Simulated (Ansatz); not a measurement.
**GeH5 (doublet): the correlation ladder at distance Ge1–H5 along a hydrogen transfer = 2.005 Å, cc-pVTZ**

The task here is to estimate one member of a computed series from the others.

Computed with Ansatz 0.2.0, Gaussian basis. Level: cc-pVTZ, core rule «outside noble gas», up to 14 orbitals frozen.

To be run: UHF; CCSD(T) on ROHF; CCSD(T) on UHF; BCCD(T) on ROHF; CISD; CCSDT(Q) on ROHF; CCSDT(Q) on UHF; CASSCF and NEVPT2, 3 electrons in 3 orbitals; CASSCF and NEVPT2, 9 electrons in 9 orbitals.

### The system

The geometry derives from fragments relaxed apart (PBE0/def2-TZVP) and kept rigid, so it is no stationary point. A hydrogen atom is moved between rigid fragments. No spin-orbit coupling is included. The filled d shell of Ge may be among the frozen orbitals whatever the setting's name suggests; the logs give the count.

6 atoms, charge 0, spin multiplicity 2.

Atoms are counted from 1 here; the program's logs count them from 0.

Bond lengths: Ge1–H2 1.534 Å, Ge1–H3 1.534 Å, Ge1–H4 1.534 Å. Angles: H2–Ge1–H3 109.5°, H2–Ge1–H4 109.5°, H3–Ge1–H4 109.5°.

Set-up of the first run:

File in.yaml:

```yaml
crystal:
  periodic: [false, false, false]
  atoms:
    - {symbol: Ge, position_ang: [-0.044229, 0.000000, 0.000000]}
    - {symbol: H, position_ang: [-0.555679, 1.446599, 0.000000]}
    - {symbol: H, position_ang: [-0.555679, -0.723300, 1.252791]}
    - {symbol: H, position_ang: [-0.555679, -0.723299, -1.252792]}
    - {symbol: H, position_ang: [1.960771, 0.000000, 0.000000]}
    - {symbol: H, position_ang: [2.893771, 0.000000, 0.000000]}
basis:
  gaussian: {orbitals: cc-pVTZ}
magnetization: {spin_polarized: true, initial_magnetization: 1}
hamiltonian: {xc: hf}
output: {orbitals: {seedname: orbitals}}
```

Started as:

```console
> ansatz run in.yaml --threads 1 --pin off --events-out ev --progress --plain --max-ram 2816MiB --backend cpu
```

Steps of the session up to this table: UHF; CCSD(T) on ROHF; CCSD(T) on UHF; BCCD(T) on ROHF; CISD; CCSDT(Q) on ROHF; CCSDT(Q) on UHF; CASSCF and NEVPT2, 3 electrons in 3 orbitals; CASSCF and NEVPT2, 9 electrons in 9 orbitals.

One of the session's tables, all rows but one given; the rest of the session is left out.

```
        method  from UCCSDT(Q) (meV)
          ROHF               +5322.6
           UHF               +5157.4
          RMP2               +1066.1
          UMP2               +1073.0
          CISD                +473.4
         RCCSD                +146.4
         UCCSD                +140.8
      RCCSD(T)                 +29.3
      UCCSD(T)                 +26.4
       BCCD(T)                 +29.2
        RCCSDT                  +7.0
        UCCSDT                  +3.1
     RCCSDT(Q)                  +4.0
     UCCSDT(Q)                     0
   CASSCF pair                     ?
   NEVPT2 pair               +1000.6
CASSCF valence               +3413.8
NEVPT2 valence                +956.0
```

**Question.** Estimate the row for CASSCF pair.

As computed: from UCCSDT(Q) (meV): +4658.1. In the column «from UCCSDT(Q) (meV)» it lies between CASSCF valence (+3413.8) and UHF (+5157.4).

To keep in mind: Restricted and unrestricted rows rest on different reference determinants; where their highest levels disagree by more than a few hundredths of an eV, they describe different states and don't form one ladder.
